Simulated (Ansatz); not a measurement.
Born–Oppenheimer molecular dynamics of a periodic cell of 16 atoms, Fe (start crystal Fe, start structure bcc, volume 1.15 times the crystal's). It starts from a structure without forces on its atoms.

All numbers below come from Ansatz 0.2.0, DFT PBE, scalar-relativistic, plane waves, PAW. Settings: accuracy low, cutoff 420 eV, k mesh 2x2x2, fermi-dirac smearing 0.17 eV, no spin polarisation.

```json
{
  "ensemble": "NVT, Langevin thermostat",
  "time step": "3 fs",
  "steps asked": "40",
  "set temperature": "2000 K",
  "friction": "0.02 /fs",
  "seed": "557599"
}
```

First frame:

```xyz
16
Lattice="6.0137 0.0000 0.0000 0.0000 6.0137 0.0000 0.0000 0.0000 6.0137" Properties=species:S:1:pos:R:3
Fe 0.000 0.000 0.000
Fe 3.007 0.000 0.000
Fe 0.000 3.007 0.000
Fe 0.000 0.000 3.007
Fe 1.503 1.503 1.503
Fe 3.007 3.007 0.000
Fe 3.007 0.000 3.007
Fe 4.510 1.503 1.503
Fe 0.000 3.007 3.007
Fe 1.503 4.510 1.503
Fe 1.503 1.503 4.510
Fe 3.007 3.007 3.007
Fe 4.510 4.510 1.503
Fe 4.510 1.503 4.510
Fe 1.503 4.510 4.510
Fe 4.510 4.510 4.510
```

What does the run give?

The run went to its last step.

- steps done: 40
- time covered: 120 fs
- mean temperature over the second half: 1945 K
- spread of the potential energy over the second half: 12.7 meV per atom
- mean potential energy of the second half above the start: 24.0 meV per atom

A run of 0.12 ps of so small a system gives no equilibrium averages. Spin polarisation was left off. Limits of this set-up: coarse k mesh, magnetic elements without spin, low accuracy level.

What happens to the structure?

Mean squared displacements from the first frame to the last, about the centre of mass: Fe 0.22 Å². This is one draw of velocities; another would differ in detail.

How do temperature and energy run in time?


```json
{"time (fs)": "0.0", "T (K)": "1875", "potential energy less start (eV)": "0.000"}
{"time (fs)": "3.0", "T (K)": "1889", "potential energy less start (eV)": "-0.001"}
{"time (fs)": "6.0", "T (K)": "1628", "potential energy less start (eV)": "-0.006"}
{"time (fs)": "9.0", "T (K)": "1766", "potential energy less start (eV)": "-0.019"}
{"time (fs)": "12.0", "T (K)": "1941", "potential energy less start (eV)": "-0.037"}
{"time (fs)": "15.0", "T (K)": "1761", "potential energy less start (eV)": "-0.054"}
{"time (fs)": "18.0", "T (K)": "1725", "potential energy less start (eV)": "-0.063"}
{"time (fs)": "21.0", "T (K)": "1967", "potential energy less start (eV)": "-0.045"}
{"time (fs)": "24.0", "T (K)": "1865", "potential energy less start (eV)": "0.012"}
{"time (fs)": "27.0", "T (K)": "1725", "potential energy less start (eV)": "0.113"}
{"time (fs)": "30.0", "T (K)": "1762", "potential energy less start (eV)": "0.263"}
{"time (fs)": "33.0", "T (K)": "1662", "potential energy less start (eV)": "0.460"}
{"time (fs)": "36.0", "T (K)": "1396", "potential energy less start (eV)": "0.665"}
{"time (fs)": "39.0", "T (K)": "1243", "potential energy less start (eV)": "0.786"}
{"time (fs)": "42.0", "T (K)": "1220", "potential energy less start (eV)": "0.828"}
{"time (fs)": "45.0", "T (K)": "1312", "potential energy less start (eV)": "0.829"}
{"time (fs)": "48.0", "T (K)": "1333", "potential energy less start (eV)": "0.787"}
{"time (fs)": "51.0", "T (K)": "1572", "potential energy less start (eV)": "0.715"}
{"time (fs)": "54.0", "T (K)": "1782", "potential energy less start (eV)": "0.634"}
{"time (fs)": "57.0", "T (K)": "2090", "potential energy less start (eV)": "0.540"}
{"time (fs)": "60.0", "T (K)": "1974", "potential energy less start (eV)": "0.467"}
{"time (fs)": "63.0", "T (K)": "2158", "potential energy less start (eV)": "0.408"}
{"time (fs)": "66.0", "T (K)": "2301", "potential energy less start (eV)": "0.341"}
{"time (fs)": "69.0", "T (K)": "2644", "potential energy less start (eV)": "0.280"}
{"time (fs)": "72.0", "T (K)": "2697", "potential energy less start (eV)": "0.206"}
{"time (fs)": "75.0", "T (K)": "2621", "potential energy less start (eV)": "0.133"}
{"time (fs)": "78.0", "T (K)": "2403", "potential energy less start (eV)": "0.089"}
{"time (fs)": "81.0", "T (K)": "2293", "potential energy less start (eV)": "0.097"}
{"time (fs)": "84.0", "T (K)": "2122", "potential energy less start (eV)": "0.157"}
{"time (fs)": "87.0", "T (K)": "2246", "potential energy less start (eV)": "0.264"}
{"time (fs)": "90.0", "T (K)": "1764", "potential energy less start (eV)": "0.404"}
{"time (fs)": "93.0", "T (K)": "1871", "potential energy less start (eV)": "0.533"}
{"time (fs)": "96.0", "T (K)": "1804", "potential energy less start (eV)": "0.667"}
{"time (fs)": "99.0", "T (K)": "1447", "potential energy less start (eV)": "0.759"}
{"time (fs)": "102.0", "T (K)": "1482", "potential energy less start (eV)": "0.740"}
{"time (fs)": "105.0", "T (K)": "1592", "potential energy less start (eV)": "0.668"}
{"time (fs)": "108.0", "T (K)": "1211", "potential energy less start (eV)": "0.564"}
{"time (fs)": "111.0", "T (K)": "1374", "potential energy less start (eV)": "0.436"}
{"time (fs)": "114.0", "T (K)": "1389", "potential energy less start (eV)": "0.330"}
{"time (fs)": "117.0", "T (K)": "1627", "potential energy less start (eV)": "0.271"}
{"time (fs)": "120.0", "T (K)": "1834", "potential energy less start (eV)": "0.250"}
```

Time of the run: 16 min on 2 CPU threads of a shared host.
